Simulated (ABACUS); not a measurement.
Runs of ABACUS 3.10.1 on DyAgB4F16. The typed cell holds 22 atoms: a = 5.407 Å, b = 6.876 Å, c = 9.519 Å, α = 80.98°, β = 87.30°, γ = 90.07°. The cell was built by a generator and needn't be a form met in nature.

| task | level | potentials or basis | cell | k mesh | cutoff (eV) | SCF threshold on the density | eigensolver | symmetry key | threshold of the eigensolver | path | gap on the mesh (eV) | largest force (eV/Å) |
| --- | --- | --- | --- | --- | --- | --- | --- | --- | --- | --- | --- | --- |
| single point | PBE | PseudoDojo NC SR 0.4.1 PBE standard, lanthanides 3+ (f in core), DZP LCAO (the cutoffs set its grid) | cell strained by -0.06 along c | 4 × 3 × 2 | 1361 | 1e-07 | genelpa | 1 | - | - | 4.41 | 5.05 |
| single point | PBE | PseudoDojo NC SR 0.4.1 PBE standard, lanthanides 3+ (f in core), TZDP LCAO (the cutoffs set its grid) | as given | 4 × 3 × 2 | 1361 | 1e-07 | genelpa | 1 | - | - | 4.17 | 0.25 |
| single point | PBE | PseudoDojo NC SR 0.4.1 PBE standard, lanthanides 3+ (f in core), DZP LCAO (the cutoffs set its grid) | cell strained by -0.03 along c | 4 × 3 × 2 | 1361 | 1e-07 | genelpa | 1 | - | - | 4.38 | 2.77 |
| single point | PBEsol | PseudoDojo NC SR 0.4.1 PBE standard, lanthanides 3+ (f in core), plane waves | as given | 3 × 3 × 2 | 1143 | 1e-08 | dav | 1 | - | - | 4.11 | 0.29 |
| single point | PBE | PseudoDojo NC SR 0.4.1 PBE standard, lanthanides 3+ (f in core), DZP LCAO (the cutoffs set its grid) | as given | 4 × 3 × 2 | 1361 | 1e-07 | genelpa | 1 | - | - | 4.35 | (a) |
| single point | PBE | PseudoDojo NC SR 0.4.1 PBE standard, lanthanides 3+ (f in core), DZP LCAO (the cutoffs set its grid) | cell strained by +0.03 along c | 4 × 3 × 2 | 1361 | 1e-07 | genelpa | 1 | - | - | (b) | 0.72 |
| single point | PBE | PseudoDojo NC SR 0.4.1 PBE standard, lanthanides 3+ (f in core), DZP LCAO (the cutoffs set its grid) | cell strained by +0.06 along c | 4 × 3 × 2 | 1361 | 1e-07 | genelpa | 1 | - | - | 4.28 | 1.74 |

Alike in all rows: no spin polarisation; smearing fermi-dirac 0.05 eV.

Q: Fill in the values left out.

A: (a) 0.96; (b) 4.31.

Caveats: spin-orbit coupling is left out, which moves the levels of the heavy elements; an odd mesh through Γ misses points on the zone boundary, where band edges often lie; the 4f electrons are frozen in the core as for a trivalent ion, so they carry no moment and show no levels; the atomic orbitals were generated for these runs and aren't a published set (some runs); the basis of atomic orbitals isn't converged, which shifts pressures, moduli and gaps (some runs); forces of over 1 eV/Å show positions far from the minimum, so gaps and moduli don't describe the material at rest (some runs).

A k mesh can miss the band edges, and the runs leave out spin-orbit coupling on Ag, Dy.
